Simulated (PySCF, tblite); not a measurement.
# C5H10OSi3: geometry, infrared bands and NMR shifts

Wanted: the infrared bands and NMR shifts of C5H10OSi3 (`C#C[Si@@H]1C=C[Si@@H](O[SiH3])C1`), by calculation.

Computed with tblite 0.8.0 and PySCF 2.14.0, with density-fitted response routines of our own, on a single molecule in the gas phase. Atoms are numbered from 0 throughout.

## (1) The starting structure

19 atoms, charge 0, multiplicity 1; geometry from: force field or distance geometry start.

Bonds of the start (Å): C0–C1 1.19, C1–Si2 1.86, Si2–C3 1.83, C3–C4 1.29, C4–Si5 1.84, Si5–O6 1.70, O6–Si7 1.70, Si5–C8 1.89, C8–Si2 1.86, C0–H9 1.07, Si2–H10 1.46, C3–H11 1.11, C4–H12 1.09, Si5–H13 1.46, Si7–H14 1.46, Si7–H15 1.46, Si7–H16 1.48, C8–H17 1.11, C8–H18 1.09.

## (2) Geometry optimisation with GFN2-xTB

What the job is given:

```
{"job": {"kind": "relax", "xc": "GFN2-xTB", "basis": "xTB"}, "charge": 0, "multiplicity": 1}
C     -3.743800    -0.193000    -1.475200
C     -2.916200    -0.363600    -0.638300
Si    -1.620400    -0.657500     0.658900
C     -0.790100     0.936800     0.994200
C      0.228100     1.191400     0.238000
Si     0.539300    -0.121300    -1.014400
O      2.176400    -0.357200    -1.385700
Si     3.180000     0.561100    -0.361600
C     -0.206100    -1.600400    -0.096000
H     -4.493700    -0.043100    -2.221300
H     -2.189500    -1.299600     1.836700
H     -1.123900     1.607300     1.808100
H      0.836200     2.094900     0.310100
H     -0.217200     0.102800    -2.245900
H      2.439500     0.949500     0.836200
H      3.586900     1.785800    -1.048700
H      4.347400    -0.286400    -0.022400
H     -0.535400    -2.379500    -0.809000
H      0.492800    -1.918700     0.674400
```

Command:

```bash
> OMP_NUM_THREADS=1 python probes_run.py task.json out
```

One launch serves the whole session: the jobs run in the order shown.

**Question.** This job is followed by: GFN2-xTB harmonic vibrations, gas phase; GIAO PBE0/pcSseg-1 NMR shielding, non-relativistic, gas phase. What will the session give for the following? strongest single infrared mode (GFN2-xTB); zero-point energy (GFN2-xTB); 13C shifts against TMS (PBE0/pcSseg-1); 1H shifts against TMS (PBE0/pcSseg-1, means over atoms taken as alike); 29Si shifts against TMS (PBE0/pcSseg-1); 17O shifts against H2O (PBE0/pcSseg-1).

**Answer**, as computed:

```
                                                              quantity                                                value
                             strongest single infrared mode (GFN2-xTB)                                1079 cm⁻¹, 754 km/mol
                                          zero-point energy (GFN2-xTB)                                        76.9 kcal/mol
                                13C shifts against TMS (PBE0/pcSseg-1)                  163.8, 160.4, 103.7, 89.5, -6.8 ppm
1H shifts against TMS (PBE0/pcSseg-1, means over atoms taken as alike)  7.56, 7.48, 5.64, 5.18, 5.07, 1.94, 0.05, -0.16 ppm
                               29Si shifts against TMS (PBE0/pcSseg-1)                                2.3, -34.0, -45.6 ppm
                                17O shifts against H2O (PBE0/pcSseg-1)                                             29.1 ppm
```

In words: The optimisation took 211 steps and gained 1.028 eV; among the close pairs (by a distance rule), O6–Si7 changed most, from 1.703 to 1.617 Å. The lowest mode is slightly imaginary (2i cm⁻¹), a soft motion within the noise of the Hessian, so the minimum is not strictly shown. The strongest single mode, at 1079 cm⁻¹, moves mainly O6. Unscaled tight-binding wavenumbers are off by several per cent, some by more. Its intensities can rank the bands wrongly. At PBE0/pcSseg-1: Shielding is most anisotropic at C1 (span 293 ppm, paramagnetic term -162 ppm).
